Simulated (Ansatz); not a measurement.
# CH6GeO3: small, medium and large basis sets

An exercise on one series of results from a longer session: the logs are not shown, and one member is left open.

Computed with Ansatz 0.2.0, Gaussian basis. Level: one geometry, several basis sets.

The runs, in order: PBE0-D4/def2-SVP; ωB97M-V/def2-SVP; PBE0-D4/def2-QZVPP; ωB97M-V/def2-QZVPP; the functionals' def2-TZVPP values are taken from earlier runs.

## The relaxed structure

All runs share one geometry, relaxed beforehand with PBE0-D4 in a triple-zeta def2 set.

SMILES `[CH3][Ge]([OH])([OH])[OH]`, 11 atoms, charge 0, spin multiplicity 1.

Atoms are counted from 1 here; the program's logs count them from 0.

Bond lengths: C1–Ge2 1.921 Å, C1–H6 1.090 Å, C1–H7 1.090 Å, C1–H8 1.090 Å, Ge2–O3 1.773 Å, Ge2–O4 1.773 Å, Ge2–O5 1.773 Å, O3–H9 0.961 Å, O4–H10 0.961 Å, O5–H11 0.961 Å. Angles: Ge2–C1–H6 109.6°, Ge2–C1–H7 109.6°, Ge2–C1–H8 109.6°, H6–C1–H7 109.3°, H6–C1–H8 109.3°, H7–C1–H8 109.3°, C1–Ge2–O3 111.5°, C1–Ge2–O4 111.5°, C1–Ge2–O5 111.5°, O3–Ge2–O4 107.4°, O3–Ge2–O5 107.4°, O4–Ge2–O5 107.4°, Ge2–O3–H9 111.1°, Ge2–O4–H10 111.1°, Ge2–O5–H11 111.1°.

Geometry (Å):

```
atom    x (Å)    y (Å)    z (Å)
  C1  -1.5369   0.4525   0.3791
 Ge2   0.2559  -0.0794  -0.0593
  O3   1.3249   0.0172   1.3524
  O4   0.9496   0.9550  -1.3217
  O5   0.3104  -1.7495  -0.6530
  H6  -1.5161   1.4002   0.9169
  H7  -2.1178   0.5695  -0.5356
  H8  -2.0011  -0.3082   1.0065
  H9   1.8052  -0.8050   1.4789
 H10   1.8078   1.2953  -1.0564
 H11   0.7837  -1.8044  -1.4870
```

Set-up of the first run:

Input file in.yaml:

```yaml
crystal:
  periodic: [false, false, false]
  atoms:
    - {symbol: C, position_ang: [-1.536895, 0.452508, 0.379090]}
    - {symbol: Ge, position_ang: [0.255937, -0.079412, -0.059312]}
    - {symbol: O, position_ang: [1.324883, 0.017153, 1.352361]}
    - {symbol: O, position_ang: [0.949580, 0.955035, -1.321675]}
    - {symbol: O, position_ang: [0.310350, -1.749540, -0.652953]}
    - {symbol: H, position_ang: [-1.516148, 1.400206, 0.916907]}
    - {symbol: H, position_ang: [-2.117817, 0.569463, -0.535600]}
    - {symbol: H, position_ang: [-2.001123, -0.308210, 1.006475]}
    - {symbol: H, position_ang: [1.805175, -0.805044, 1.478856]}
    - {symbol: H, position_ang: [1.807805, 1.295307, -1.056428]}
    - {symbol: H, position_ang: [0.783652, -1.804364, -1.487022]}
basis:
  gaussian: {orbitals: def2-SVP}
hamiltonian: {xc: pbe0, dispersion: d4}
output: {orbitals: {seedname: orbitals}}
```

Launch:

```console
> ansatz run in.yaml --threads 2 --pin off --events-out ev --progress --plain --max-ram 32768MiB --backend cpu
```

Among the steps run: PBE0-D4 in def2-SVP; ωB97M-V in def2-SVP; PBE0-D4 in def2-QZVPP; ωB97M-V in def2-QZVPP.

One of the session's tables, all rows but one given; the rest of the session is left out.

It belongs to the step «Density functionals: the series». 

```
functional       basis  HOMO (eV)  LUMO (eV)
   PBE0-D4    def2-SVP      -8.29       0.78
   PBE0-D4  def2-TZVPP          ?          ?
   PBE0-D4  def2-QZVPP      -8.58      -0.11
   ωB97M-V    def2-SVP     -10.65       2.49
   ωB97M-V  def2-TZVPP     -10.88       1.77
   ωB97M-V  def2-QZVPP     -10.95       1.19
```

**Question.** Estimate the row for PBE0-D4, def2-TZVPP.

The run gave: HOMO (eV): -8.51; LUMO (eV): 0.25. In the column «HOMO (eV)» it lies between PBE0-D4, def2-QZVPP (-8.58) and PBE0-D4, def2-SVP (-8.29).
